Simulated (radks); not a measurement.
# Cd²⁺ in [Kr] 4d10: an all-electron calculation

The task here is to estimate one member of a computed series from the others.

Program: radks (a radial shooting solver on a logarithmic mesh, Libxc functionals) version 1. Level of theory: scalar-relativistic Kohn-Sham, r2SCAN, spin-polarised, spherical densities, finite nucleus. These are calculated values, not measurements, unless marked.

## The atom as given

```
element            : cadmium (Z = 48)
charge             : +2
electrons          : 46
configuration      : [Kr] 4d10
nuclear rms radius : 4.6087 fm
```

The outer shells:

Cd²⁺
```
[Kr] core
4d [↑↓][↑↓][↑↓][↑↓][↑↓]
```

Set-up of the first run:

Input:

```text
Z 48
configuration [Kr] 4d10 5s0 5p0
relativity scalar-relativistic
functional r2scan,r2scan
spin polarised
nucleus finite rms 4.6087 fm
c 137.035999084
```

One of the session's tables, all rows but one given; the rest of the session is left out.

It belongs to the step «Radial structure». From the orbitals of this run (lengths in bohr):

| level | <r> | outermost maximum (interpolated) | 90 % within | nodes |
| --- | --- | --- | --- | --- |
| 1s | 0.03040 | 0.0197 | 0.0546 | 0 |
| 2s | 0.1316 | 0.111 | 0.203 | 1 |
| 2p | 0.1149 | 0.0890 | 0.187 | 0 |
| 3s | 0.3575 | 0.323 | 0.526 | 2 |
| 3p | ? | ? | ? | ? |
| 3d | 0.3347 | 0.266 | 0.528 | 0 |
| 4s | 0.8826 | 0.797 | 1.28 | 3 |
| 4p | 0.9624 | 0.847 | 1.42 | 2 |
| 4d | 1.245 | 0.979 | 1.96 | 1 |
| 5s | 2.465 | 2.15 | 3.60 | 4 |
| 5p | 3.043 | 2.62 | 4.48 | 3 |

Estimate the missing values for 3p.

As computed: <r>: 0.3565; outermost maximum (interpolated): 0.317; 90 % within: 0.536; nodes: 1. In the column «<r>» it lies between 3d (0.3347) and 3s (0.3575).
